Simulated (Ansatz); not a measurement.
# CoO2F2 (quartet): from a generated start to a stationary point

Where does this start of CoO2F2 (quartet) end when it is relaxed?

Method: UKS PBE0/def2-TZVP; program: Ansatz 0.2.0, Gaussian basis.

**1. Starting geometry**

5 atoms, charge 0, spin multiplicity 4.

Atoms are counted from 1 here; the program's logs count them from 0.

Bond lengths: Co1–O2 1.530 Å, Co1–O3 1.530 Å, Co1–F4 1.700 Å, Co1–F5 1.700 Å. Angles: O2–Co1–O3 119.2°, O2–Co1–F4 100.5°, O2–Co1–F5 100.5°, O3–Co1–F4 100.5°, O3–Co1–F5 100.5°, F4–Co1–F5 137.9°.

As a file:

```
Co   -0.00002   -0.00001   -0.01196
O     0.93595    0.93207    0.76001
O    -0.93314   -0.93145    0.76422
F    -1.12148    1.12342   -0.62164
F     1.11918   -1.12393   -0.62487
```

The start was built by rule and, where that kept it together, relaxed with GFN2-xTB. Sticks and bond lists go by distance. 

**2. Relaxation**

The input, in.yaml:

```yaml
crystal:
  periodic: [false, false, false]
  atoms:
    - {symbol: Co, position_ang: [-0.000022, -0.000005, -0.011962]}
    - {symbol: O, position_ang: [0.935950, 0.932071, 0.760010]}
    - {symbol: O, position_ang: [-0.933137, -0.931453, 0.764216]}
    - {symbol: F, position_ang: [-1.121476, 1.123420, -0.621644]}
    - {symbol: F, position_ang: [1.119175, -1.123926, -0.624868]}
basis:
  gaussian: {orbitals: def2-TZVP}
magnetization: {spin_polarized: true, initial_magnetization: 3}
hamiltonian: {xc: pbe0}
relax: {f_tol: 0.004, max_steps: 80}
```

On the command line:

```console
> ansatz run in.yaml --threads 1 --pin off --events-out ev --progress --plain --max-ram 2176MiB
```

Q: Predict the outcome of this session. Wanted: energy gained; shift from the start; total energy; dipole moment; ⟨S²⟩.

As calculated:

```
                  quantity           value
                     steps               6
             energy gained        0.186 eV
shift from the start (rms)         0.081 Å
              total energy  -47138.7179 eV
             dipole moment          0.45 D
                      ⟨S²⟩           3.816
```

**Reading.** The bonds of the start are those of the end. Co1–O3 went from 1.530 to 1.574 Å. No vibrations were run, so this is a stationary point, not a proven minimum, and this spin need not be the ground state's.
